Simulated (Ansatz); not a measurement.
# H6C2O: the cost of one run

All numbers below are computed with Ansatz 0.2.0 (DFT r2SCAN+D3(BJ), plane waves, PAW, scalar-relativistic, no spin polarisation).

### Step 1. Starting point

The cell holds 36 atoms (C8H24O4): a = 7.529 Å, b = 7.529 Å, c = 7.529 Å, α = 90.00°, β = 90.00°, γ = 90.00°.

The coordinates stand in the first input below.

### Step 2. Relaxing the start

Input file input.yaml:

```yaml
crystal:
  lattice:
    - [7.529072, 0.0, 0.0]
    - [0.0, 7.529072, 0.0]
    - [0.0, 0.0, 7.529072]
  atoms:
    - { symbol: C, position: [0.4178846, 0.263739, 0.5975209] }
    - { symbol: C, position: [0.2482055, 0.1732992, 0.5395944] }
    - { symbol: O, position: [0.2320127, 0.0144741, 0.6417056] }
    - { symbol: H, position: [0.1232275, -0.0445662, 0.6053252] }
    - { symbol: H, position: [0.1340516, 0.2615556, 0.5618929] }
    - { symbol: H, position: [0.2534669, 0.1432478, 0.3968122] }
    - { symbol: H, position: [0.4380264, 0.3871329, 0.5236587] }
    - { symbol: H, position: [0.4119155, 0.2944659, 0.7391076] }
    - { symbol: H, position: [0.5311891, 0.1762984, 0.5742227] }
    - { symbol: C, position: [0.6751077, 0.7123639, 0.7838736] }
    - { symbol: C, position: [0.859547, 0.7149389, 0.8632545] }
    - { symbol: O, position: [0.9748499, 0.6299697, 0.7391586] }
    - { symbol: H, position: [1.093786, 0.6310208, 0.7891249] }
    - { symbol: H, position: [0.9017312, 0.8525164, 0.8879616] }
    - { symbol: H, position: [0.86011, 0.6449673, 0.9913997] }
    - { symbol: H, position: [0.5799294, 0.7759765, 0.8732151] }
    - { symbol: H, position: [0.6746112, 0.7828827, 0.6571714] }
    - { symbol: H, position: [0.6330394, 0.5755798, 0.7604868] }
    - { symbol: C, position: [0.3599146, 0.9115454, 0.1333921] }
    - { symbol: C, position: [0.2960318, 0.7294365, 0.1889002] }
    - { symbol: O, position: [0.3168365, 0.6150402, 0.0392507] }
    - { symbol: H, position: [0.276069, 0.497603, 0.0737478] }
    - { symbol: H, position: [0.3739546, 0.681323, 0.3026133] }
    - { symbol: H, position: [0.1562912, 0.7357686, 0.2307333] }
    - { symbol: H, position: [0.3473198, 1.0059337, 0.2430259] }
    - { symbol: H, position: [0.4990251, 0.9051596, 0.0929684] }
    - { symbol: H, position: [0.28162, 0.9595407, 0.0211737] }
    - { symbol: C, position: [0.6876078, 0.2541291, 0.2010422] }
    - { symbol: C, position: [0.8151627, 0.1115051, 0.1400999] }
    - { symbol: O, position: [0.9803441, 0.1434574, 0.2273265] }
    - { symbol: H, position: [1.0631995, 0.0523384, 0.1889098] }
    - { symbol: H, position: [0.7628946, -0.0205309, 0.1740418] }
    - { symbol: H, position: [0.8308665, 0.1167472, -0.0049636] }
    - { symbol: H, position: [0.5576972, 0.2368832, 0.1384869] }
    - { symbol: H, position: [0.6713472, 0.247962, 0.345001] }
    - { symbol: H, position: [0.7392385, 0.3850773, 0.1662079] }
basis:
  ecutwfc: 500.0
kpoints:
  mp_grid: { grid: [1, 1, 1] }
hamiltonian:
  xc: r2scan
  dispersion: d3bj
scf:
  occupations: { method: fermi_dirac, width: 0.02 }
  lower_state_search: "off"
relax:
  f_tol: 0.3
  max_steps: 15
  adjacent_minimum: "off"
output:
  write_density: true
  write_potential: true
  elf: true
  volumetric_format: npy
```

On the command line:

```bash
$ ansatz run input.yaml --threads 1 --pin off --max-ram 3072MiB --backend cpu --events-out ev --progress --plain --runs-dir out
```

Q: Estimate wall time and peak memory on 1 thread of Intel Xeon Platinum 8488C (Sapphire Rapids), shared host.

About 3.3 min, with a peak of 1.4 GiB.
